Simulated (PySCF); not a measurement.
# GdH6O3 (Gd(H2O)33+): the cost of one run

Program: PySCF 2.14.0. Level of theory: PBE0, Gd lcecp-1-SVP with ECP53, O def2-SVP, H def2-SVP; scalar-relativistic core potentials, no spin–orbit coupling. These are calculated values, not measurements.

1 further run of the same task is left out (for a known fault of the program).

### Step 1. Starting geometry

10 atoms, charge 3, spin multiplicity 1.

Bond lengths: Gd1–O2 2.473 Å, Gd1–O5 2.472 Å, Gd1–O8 2.472 Å, O2–H3 0.970 Å, O2–H4 0.970 Å, O5–H6 0.970 Å, O5–H7 0.970 Å, O8–H9 0.970 Å, O8–H10 0.970 Å. Angles: O2–Gd1–O5 120.0°, O2–Gd1–O8 120.0°, O5–Gd1–O8 120.0°, Gd1–O2–H3 127.5°, Gd1–O2–H4 127.5°, H3–O2–H4 105.1°, Gd1–O5–H6 127.5°, Gd1–O5–H7 127.5°, H6–O5–H7 105.1°, Gd1–O8–H9 127.5°, Gd1–O8–H10 127.5°, H9–O8–H10 105.1°.

Geometry (Å):

```
Gd    0.00000    0.00000    0.00000
O     2.47250    0.00000    0.00000
H     3.06250    0.00000    0.77000
H     3.06250    0.00000   -0.77000
O    -1.23620    2.14120    0.00000
H    -1.53120    2.65220    0.77000
H    -1.53120    2.65220   -0.77000
O    -1.23630   -2.14120    0.00000
H    -1.53130   -2.65220    0.77000
H    -1.53130   -2.65220   -0.77000
```

Formal oxidation states: Gd +3. Each metal's 7 4f electrons lie in its core potential, so multiplicities, spins and levels count the valence alone.

### Step 2. SCF at the start, singlet

run.py (the lines that set the calculation)

```python
mol = gto.M(atom='''
Gd     0.00000     0.00000     0.00000
O      2.47250     0.00000     0.00000
H      3.06250     0.00000     0.77000
H      3.06250     0.00000    -0.77000
O     -1.23620     2.14120     0.00000
H     -1.53120     2.65220     0.77000
H     -1.53120     2.65220    -0.77000
O     -1.23630    -2.14120     0.00000
H     -1.53130    -2.65220     0.77000
H     -1.53130    -2.65220    -0.77000''',
    basis={'Gd': 'lcecp-1-SVP', 'O': 'def2-SVP', 'H': 'def2-SVP'},
    ecp={'Gd': 'lcecp-1-SVP'},
    charge=3, spin=0)
mf = dft.RKS(mol, xc='PBE0')
mf.grids.atom_grid = (50, 194)  # f atoms: unpruned, at least (60, 302)
mf = mf.density_fit()  # fitting sets: Gd AutoAux, O def2-universal-JKFIT, H def2-universal-JKFIT
mf.conv_tol = 1e-08; mf.max_cycle = 55
mf.kernel(dm0)  # dm0: free metal ions and neutral atoms
```

On the command line:

```console
$ OMP_NUM_THREADS=2 python run.py
```

Q: Estimate wall time and peak memory on 2 threads of Intel Xeon at 2.50GHz (Skylake/Cascade Lake), shared host.

About 19 s, with a peak of 0.66 GiB.
